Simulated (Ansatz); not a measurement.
# Cl2H2OSi: the cost of one run

Method: PBE0-D4/def2-SVP; program: Ansatz 0.2.0, Gaussian basis.

**1. The system as given**

The start, a known saddle point with all atoms moved at random by about 0.06 Å a coordinate: 6 atoms, charge 0, spin multiplicity 1.

Atoms are counted from 1 here; the program's logs count them from 0.

Bond lengths: Si1–Cl2 1.973 Å, Si1–Cl3 2.112 Å, Si1–H4 1.619 Å, Si1–O5 1.758 Å, O5–H6 0.914 Å. Angles: Cl2–Si1–Cl3 104.9°, Cl2–Si1–H4 131.1°, Cl2–Si1–O5 106.3°, Cl3–Si1–H4 117.3°, Cl3–Si1–O5 99.9°, H4–Si1–O5 45.3°, Si1–O5–H6 121.3°.

Coordinates:

```xyz
6
Cl2H2OSi
Si    0.1201   -0.7271    0.0737
Cl    1.6816   -1.0378   -1.0915
Cl   -1.5368   -0.6975   -1.2351
H    -0.0214    0.0812    1.4696
O     0.1747    0.9695    0.5324
H    -0.4984    1.5445    0.3058
```

**2. The search**

run/in.yaml

```yaml
crystal:
  periodic: [false, false, false]
  atoms:
    - {symbol: Si, position_ang: [0.120072, -0.727145, 0.073698]}
    - {symbol: Cl, position_ang: [1.681615, -1.037771, -1.091533]}
    - {symbol: Cl, position_ang: [-1.536841, -0.697537, -1.235130]}
    - {symbol: H, position_ang: [-0.021365, 0.081176, 1.469597]}
    - {symbol: O, position_ang: [0.174681, 0.969464, 0.532449]}
    - {symbol: H, position_ang: [-0.498442, 1.544513, 0.305829]}
basis:
  gaussian: {orbitals: def2-SVP}
hamiltonian: {xc: pbe0, dispersion: d4}
saddle:
  f_tol: 0.05
  max_steps: 40
  mode_guess:
    - [0.0294, 0.4998, -0.0111]
    - [-0.0298, -0.0313, 0.1238]
    - [-0.0291, -0.0739, 0.1022]
    - [-0.0647, -0.6804, 0.2409]
    - [0.0796, 0.1949, -0.3572]
    - [0.0146, 0.0909, -0.0986]
```

The run is started by

```console
$ ansatz run in.yaml --threads 2 --pin off --events-out ev --progress --plain --max-ram 4352MiB
```

**Question.** How long does this run take on 2 threads of Arm Neoverse V2, shared host?

About 48 s.
